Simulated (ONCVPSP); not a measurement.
# Pseudopotential generation for Ga: ONCV, LDA (Perdew-Wang 92)

Aim: build the potential from the settings below, then test how well it stands in for the atom: other configurations, scattering, ghost states and the plane-wave cutoff that it needs.

Program: ONCVPSP 4.0.1.1 (patched build). Reference atom: LDA (Perdew-Wang 92), scalar-relativistic, spherical and spin-unpolarised. All values are calculated.

### Step 1. The design

Typed settings, in words:

```json
{
 "element": "gallium (Ga, Z = 31)",
 "type": "optimised norm-conserving Vanderbilt (ONCV)",
 "frozen core": "[Ar] 3d10",
 "valence charge": "3",
 "reference configuration": "4s1.75 4p1.25",
 "partial waves": "4s: rc 1.50 bohr, ncon 4, nbas 7, qcut 5.1 1/bohr, 2 projectors, debl 3.7 Ha; 4p: rc 1.75 bohr, ncon 4, nbas 8, qcut 3.8 1/bohr, 2 projectors, debl 3 Ha; d scattering state at 0.38 Ha: rc 1.85 bohr, ncon 3, nbas 6, qcut 5.6 1/bohr, 2 projectors, debl 2.5 Ha",
 "local potential": "polynomial inside 1.25 bohr (lpopt 1, dvloc0 2 Ha)",
 "core correction": "polynomial model core, fcfact 0.3"
}
```

The nodes and maxima of the atom's own shells, from an earlier all-electron run, set the scale for the radii.

All-electron outer shells of the reference configuration (LDA (PZ), scalar-relativistic, ld1.x):

```csv
shell,level (eV),outermost node (bohr),outermost maximum (bohr)
3p,-99.16,0.24,0.56
3d,-19.89,–,0.53
4s,-9.47,0.81,1.87
4p,-2.94,0.87,2.50
```

### Step 2. The generation run

Contents of Ga.dat:

```
# ATOM AND REFERENCE CONFIGURATION
# atsym  z   nc   nv     iexc    psfile
  Ga 31.00    6    2  -001012      upf
#
#   n    l    f
    1    0    2.00
    2    0    2.00
    2    1    6.00
    3    0    2.00
    3    1    6.00
    3    2   10.00
    4    0    1.75
    4    1    1.25
#
# PSEUDOPOTENTIAL AND OPTIMIZATION
# lmax
    2
#
#   l,   rc,      ep,       ncon, nbas, qcut
    0    1.50    0.00    4    7    5.10
    1    1.75    0.00    4    8    3.80
    2    1.85    0.38    3    6    5.60
#
# LOCAL POTENTIAL
# lloc, lpopt,  rc(5),   dvloc0
    4    1    1.25    2.00
#
# VANDERBILT-KLEINMAN-BYLANDER PROJECTORs
# l, nproj, debl
    0    2    3.70
    1    2    3.00
    2    2    2.50
#
# MODEL CORE CHARGE
# icmod, fcfact, rcfact
    1    0.30    0.00
#
# LOG DERIVATIVE ANALYSIS
# epsh1, epsh2, depsh
   -2.00    5.00    0.02
#
# OUTPUT GRID
# rlmax, drl
    6.00    0.01
#
# TEST CONFIGURATIONS
# ncnf
    4
# nvcnf
#   n    l    f
    2
    4    0    2.00
    4    1    1.00
#
    2
    4    0    2.00
    4    1    0.00
#
    2
    4    0    1.00
    4    1    0.00
#
    2
    4    0    0.00
    4    1    3.00
#
```

Launch:

```sh
$ oncvpsp.x < Ga.dat > Ga.out
```

**Question.** What will these runs give? Wanted: cutoffs for 1 and 0.1 mHa per electron, occupied waves; bound ghosts; GHOST(+) flags; largest test error; largest phase difference near zero energy, channels read; rms error of d²Exc/dn², without and with the model core.

**Answer**, as computed:

```
                                                quantity                  value
  cutoffs for 1 and 0.1 mHa per electron, occupied waves       8.0 Ha and 49 Ha
                                            bound ghosts        s at -186.21 eV
                                          GHOST(+) flags             d at 13 eV
                            largest test error (AE − PS)  -140 meV, for 4s1 4p0
largest phase difference near zero energy, channels read              0.177 rad
 rms error of d²Exc/dn², without and with the model core      8.84 and 1.21 mHa
```

What this shows: It has a bound ghost (s), a state that the atom doesn't have, and that rules the file out. The worst unpolarised test, 4s1 4p0, is off by 140 meV on 25.8 eV; by total energies transferability rates as poor. By its cutoff, 8.0 Ha for the looser tolerance, it is soft on the atom at that tolerance. The tighter tolerance needs 49 Ha, and converged work needs a cutoff nearer that. At the looser tolerance the 4s wave is the slowest; 4p needs 5 Ha. That counts occupied waves only; other projectors can need more. Of the channels read, d scatters worst near zero energy, by up to 0.18 rad. The program also flags highly localised states, GHOST(+) (d). These are tests on the free atom; a crystal test is still owed.
